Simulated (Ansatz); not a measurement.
# doublet C3H11AlO in Ansatz

Wanted: energy and forces of C3H11AlO.

The results are computed with Ansatz 0.2.0.

8 further runs of the same task are left out: 1 for a known fault of the program, 2 that didn't finish, 5 set aside as unsound or not needed. Runs told in other sessions of the task aren't counted.

## Step 1: Starting point

C3H11AlO: 16 atoms, total charge 0, spin state doublet. SMILES of the parent species: `C[Al-](C)(C)[OH2+]`. The shape is that of a PBE0-D4/def2-TZVP optimisation. This is one conformer, not always the lowest. That shape belongs to the parent species and isn't relaxed for this state.

Bond lengths: C1–Al2 1.979 Å, Al2–C3 1.979 Å, Al2–C4 1.966 Å, Al2–O5 2.056 Å, C1–H6 1.097 Å, C1–H7 1.096 Å, C1–H8 1.097 Å, C3–H9 1.097 Å, C3–H10 1.097 Å, C3–H11 1.096 Å, C4–H12 1.095 Å, C4–H13 1.096 Å, C4–H14 1.095 Å, O5–H15 0.964 Å, O5–H16 0.964 Å. Some angles: C1–Al2–C3 117.8°, C1–Al2–C4 117.9°, C1–Al2–O5 96.3°, C3–Al2–C4 118.0°, C3–Al2–O5 96.3°, C4–Al2–O5 102.6°, Al2–C1–H6 113.5°, Al2–C1–H7 110.5°, Al2–C1–H8 113.0°, Al2–C3–H9 113.0°.

## Step 2: The job

Contents of job.yaml:

```yaml
crystal:
  periodic: [false, false, false]
  atoms:
    - {symbol: C, position_ang: [-0.637980, 0.723110, -1.712710]}
    - {symbol: Al, position_ang: [0.085580, -0.140530, -0.085580]}
    - {symbol: C, position_ang: [1.698930, 0.654370, 0.740480]}
    - {symbol: C, position_ang: [-0.210750, -2.071140, 0.142530]}
    - {symbol: O, position_ang: [-1.268240, 0.678630, 1.227590]}
    - {symbol: H, position_ang: [-0.585750, 1.818080, -1.686750]}
    - {symbol: H, position_ang: [-0.069050, 0.414640, -2.597260]}
    - {symbol: H, position_ang: [-1.679210, 0.445600, -1.917720]}
    - {symbol: H, position_ang: [1.843550, 0.343900, 1.782560]}
    - {symbol: H, position_ang: [1.707300, 1.750610, 0.717030]}
    - {symbol: H, position_ang: [2.601530, 0.334090, 0.207600]}
    - {symbol: H, position_ang: [-0.016600, -2.405220, 1.167190]}
    - {symbol: H, position_ang: [0.454110, -2.651670, -0.507280]}
    - {symbol: H, position_ang: [-1.233710, -2.369370, -0.110180]}
    - {symbol: H, position_ang: [-0.808840, 1.221910, 1.877580]}
    - {symbol: H, position_ang: [-1.880870, 1.252980, 0.754900]}
basis:
  gaussian: {orbitals: pc-2.json}
magnetization: {spin_polarized: false, initial_magnetization: 1}
output: {forces: true}
hamiltonian: {xc: hf, pseudopotentials: {relativity: scalar}}
```

Run with:

```sh
$ ansatz run job.yaml --threads 1 --pin off --max-ram 3480MiB --events-out events.jsonl --progress --plain --runs-dir runs
```

What it wrote:

```text
Error: a molecule whose nuclei and cores have a total charge of 50 cannot have a net charge of 0 together with 1 unpaired electrons
```

Run time: 0.02 s. Hardware: 1 thread of Arm Neoverse V2, shared host.

## Step 3: What went wrong

The input was rejected.

The log says `Error: a molecule whose nuclei and cores have a total charge of 50 cannot have a net charge of 0 together with 1 unpaired electrons`. Cause: the electron count doesn't fit the spin or reference typed: an even count needs an odd multiplicity, an odd count an even one. To mend it: multiplicity 1 in place of 2.
